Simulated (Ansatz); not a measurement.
# AlCl: the cost of one run

Computed with Ansatz 0.2.0 (DFT PBE, scalar-relativistic, plane waves, PAW, unless a step's input says otherwise).

### Step 1. The starting structure

It takes space group Pmmn (No. 59, orthorhombic). The conventional cell has a = 3.514 Å, b = 3.557 Å, c = 9.026 Å, α = 90.00°, β = 90.00°, γ = 90.00°. Around Al (site symmetry mm2) lie 1 Cl at 2.09 Å. Around Cl (site symmetry mm2) lie 1 Al at 2.09 Å.

Coordinates:

```cif
data_structure
_symmetry_space_group_name_H-M 'Pmmn:1'
_symmetry_Int_Tables_number 59
_cell_length_a 3.5135
_cell_length_b 3.5566
_cell_length_c 9.0260
_cell_angle_alpha 90.000
_cell_angle_beta 90.000
_cell_angle_gamma 90.000
_cell_volume 112.79
loop_
_atom_site_label
_atom_site_type_symbol
_atom_site_symmetry_multiplicity
_atom_site_Wyckoff_symbol
_atom_site_fract_x
_atom_site_fract_y
_atom_site_fract_z
_atom_site_occupancy
Al1 Al 2 a 0.50000 0.50000 0.43034 1
Cl1 Cl 2 a 0.50000 0.50000 0.19838 1
```

The cell was relaxed beforehand at this level, from a generated guess; it needn't be the stable form of this composition. At a tolerance of 0.05 Å it has space group P4/nmm (No. 129); it has 28.20 Å³/atom, an uncorrected energy of -0.72 eV/atom over the elements.

### Step 2. Static run: bands, density of states and charges

Contents of input.yaml:

```yaml
crystal:
  lattice:
    - [3.5565961534, 0.0, 0.0]
    - [0.0, 3.513537929, 0.0]
    - [0.0, 0.0, 9.0259528623]
  atoms:
    - { symbol: Al, position: [0.0, 0.0, 0.4303420881] }
    - { symbol: Al, position: [0.5, 0.5, 0.5696579119] }
    - { symbol: Cl, position: [0.0, 0.0, 0.198381044] }
    - { symbol: Cl, position: [0.5, 0.5, 0.801618956] }
basis:
  ecutwfc: 420
kpoints:
  mp_grid: { grid: [14, 12, 6] }
  band_path:
    path:
      - [[0.0, 0.0, 0.0], [0.0, 0.5, 0.0], [-0.5, 0.5, 0.0], [-0.5, 0.0, 0.0], [0.0, 0.0, 0.0], [0.0, 0.0, 0.5], [0.0, 0.5, 0.5], [-0.5, 0.5, 0.5], [-0.5, 0.0, 0.5], [0.0, 0.0, 0.5]]
      - [[0.0, 0.5, 0.0], [0.0, 0.5, 0.5]]
      - [[-0.5, 0.0, 0.0], [-0.5, 0.0, 0.5]]
      - [[-0.5, 0.5, 0.0], [-0.5, 0.5, 0.5]]
    npoints: 14
hamiltonian:
  xc: pbe
scf:
  occupations: { method: gaussian, width: 0.1 }
  n_extra_bands: 10
output:
  forces: true
  stress: true
  eigenvalues: true
  populations: true
  dos: { projected: true, de: 0.02, nscf_kmesh: { grid: [17, 15, 8] } }
  bader: true
```

On the command line:

```
$ ansatz run input.yaml --threads 1 --pin off --max-ram 2048MiB --backend cpu --events-out ev --progress --plain --runs-dir out
```

What time and memory should one allow on 1 thread of Intel Xeon 6975P-C (Granite Rapids), shared host?

About 66 s, with a peak of 0.82 GiB.
